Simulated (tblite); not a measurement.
# C6H8GeN2S: the cost of one run

Computed with tblite 0.8.0 and PySCF 2.14.0, with density-fitted response routines of our own, on a single molecule in the gas phase. Atoms count from 0, in the outputs and in this text.

## Step 1: The starting structure

18 atoms, charge 0, multiplicity 1; geometry from: force field or distance geometry start.

Bonds of the start (Å): N0–C1 1.15, C1–C2 1.46, C2–Ge3 1.96, Ge3–S4 2.24, S4–C5 1.78, C5–C6 1.49, C6–C7 1.52, C7–C8 1.48, C8–N9 1.15, C7–C5 1.50, C2–H10 1.11, C2–H11 1.10, Ge3–H12 1.53, Ge3–H13 1.54, C5–H14 1.12, C6–H15 1.13, C6–H16 1.10, C7–H17 1.09.

## Step 2: Optimising the geometry with GFN2-xTB

Job settings and geometry (Å):

```
{"job": {"kind": "relax", "xc": "GFN2-xTB", "basis": "xTB"}, "charge": 0, "multiplicity": 1}
N      2.978500    -2.165500    -0.371300
C      2.937200    -1.053600    -0.062600
C      2.906000     0.341900     0.360600
Ge     1.470900     1.323700    -0.546700
S     -0.133100    -0.127200    -1.113100
C     -0.984000    -0.500100     0.399700
C     -2.142900    -1.441600     0.455700
C     -2.346800     0.052900     0.671300
C     -2.994300     0.733200    -0.473400
N     -3.519700     1.263500    -1.343700
H      3.834500     0.873900     0.076300
H      2.782700     0.360300     1.456700
H      1.962800     2.168100    -1.725000
H      0.841400     2.260600     0.507600
H     -0.296600    -0.581800     1.274700
H     -2.269300    -2.030800     1.406700
H     -2.537900    -1.897000    -0.467000
H     -2.498400     0.425800     1.687700
```

On the command line:

```console
$ OMP_NUM_THREADS=1 python probes_run.py task.json out
```

One launch serves the whole session: the jobs run in the order shown.

Q: Estimate the wall time and peak memory of this first job on 1 thread of Arm Neoverse N1, shared host.

About 3.8 s, with a peak of 0.18 GiB.
